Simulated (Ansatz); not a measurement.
A nudged elastic band was laid between two geometries of a periodic cell of 17 atoms, Li16H (host Li, host structure bcc, interstitial H).

Level of theory: Ansatz 0.2.0, DFT PBE, scalar-relativistic, plane waves, PAW. Settings: cutoff 420 eV, k mesh 3x3x3, gaussian smearing 0.15 eV, no spin polarisation.

```yaml
movable_images: 3
climbing_image: yes
spring: 5.0 eV/Å²
optimiser: lbfgs
start_path: straight line
force_threshold: 0.05 eV/Å
iteration_limit: 80
end_points: relaxed
```

Image 0:

```xyz
17
Lattice="6.9800 0.0000 0.0000 0.0000 6.9800 0.0000 0.0000 0.0000 6.9800" Properties=species:S:1:pos:R:3
Li -0.106 0.002 -0.123
Li 3.581 0.002 -0.123
Li -0.089 3.491 0.088
Li 0.166 -0.001 3.503
Li 1.746 1.621 1.721
Li 3.573 3.491 0.084
Li 3.311 -0.001 3.499
Li 5.239 1.695 1.798
Li 0.042 3.487 3.455
Li 1.746 5.368 1.724
Li 1.741 1.862 5.372
Li 3.440 3.488 3.456
Li 5.238 5.290 1.798
Li 5.233 1.794 5.133
Li 1.741 5.127 5.372
Li 5.233 5.189 5.136
H 1.741 0.004 2.571
```

Image 4:

```xyz
17
Lattice="6.9800 0.0000 0.0000 0.0000 6.9800 0.0000 0.0000 0.0000 6.9800" Properties=species:S:1:pos:R:3
Li -0.120 0.002 -0.098
Li 3.501 0.003 0.183
Li 0.082 3.491 -0.089
Li -0.120 0.002 3.586
Li 1.721 1.613 1.742
Li 3.455 3.492 0.046
Li 3.505 0.003 3.307
Li 5.371 1.855 1.742
Li 0.081 3.491 3.576
Li 1.718 5.367 1.742
Li 1.802 1.689 5.232
Li 3.456 3.492 3.441
Li 5.371 5.126 1.742
Li 5.135 1.788 5.234
Li 1.801 5.293 5.232
Li 5.135 5.195 5.234
H 2.571 -0.005 1.752
```

(1) Which bonds break or form, and what moves?

(2) Give the energies along the band, and the barrier.

(3) What is the geometry of the highest image?

Results:

(1) Contacts made: Li2–H17. The atom that moves furthest is H17, by 1.17 Å.

(2) The forces met the threshold. The highest image is number 3 of 0 to 4, 0.001 eV above the ends, which have the same energy within 2 meV. A structure lower than the first end lies on the path between it and the top, so the climb from that side starts below the end, which may itself be a saddle point or a shallow side well. The top lies less than 8 meV above the higher end, about what the thresholds resolve: that end is a shoulder or a very shallow well. By the program's own check the climbing image is of a kind that is not told: the force calls were inconclusive, a negative curvature could not be distinguished from the path's own, the only one lies far off the path, or fixed occupations may fill a level only in part (lowest curvatures found: -0.06 and 0.13 eV/Å²). Limits of this set-up: coarse k mesh, odd electron count without spin.

```csv
image,path coordinate (Å),energy (eV),Li2–H17 (Å)
0,0.00,0.000,3.26
1,0.65,-0.001,2.78
2,1.30,-0.013,2.07
3,1.94,0.001,1.88
4,2.40,0.000,1.82
```

(3) 
```xyz
17
Lattice="6.9800 0.0000 0.0000 0.0000 6.9800 0.0000 0.0000 0.0000 6.9800" Properties=species:S:1:pos:R:3:forces:R:3
Li -0.038 0.001 -0.027 0.00 0.00 0.00
Li 3.431 0.001 0.219 0.00 0.00 0.00
Li -0.019 3.491 -0.098 0.00 0.00 0.00
Li -0.002 0.001 3.543 0.00 0.00 0.00
Li 1.735 1.757 1.743 0.00 0.00 0.00
Li 3.554 3.491 0.009 0.00 0.00 0.00
Li 3.399 0.001 3.295 0.00 0.00 0.00
Li 5.341 1.819 1.776 0.00 0.00 0.00
Li 0.014 3.491 3.611 0.00 0.00 0.00
Li 1.735 5.225 1.743 0.00 0.00 0.00
Li 1.798 1.750 5.259 0.00 0.00 0.00
Li 3.520 3.491 3.504 0.00 0.00 0.00
Li 5.341 5.163 1.776 0.00 0.00 0.00
Li 5.146 1.673 5.231 0.00 0.00 0.00
Li 1.798 5.233 5.259 0.00 0.00 0.00
Li 5.146 5.309 5.231 0.00 0.00 0.00
H 2.344 0.001 1.747 -0.01 0.00 0.00
```

Run time: 18 min on 2 threads of Arm Neoverse N1, with other jobs on the host, peak memory 1.1 GiB.
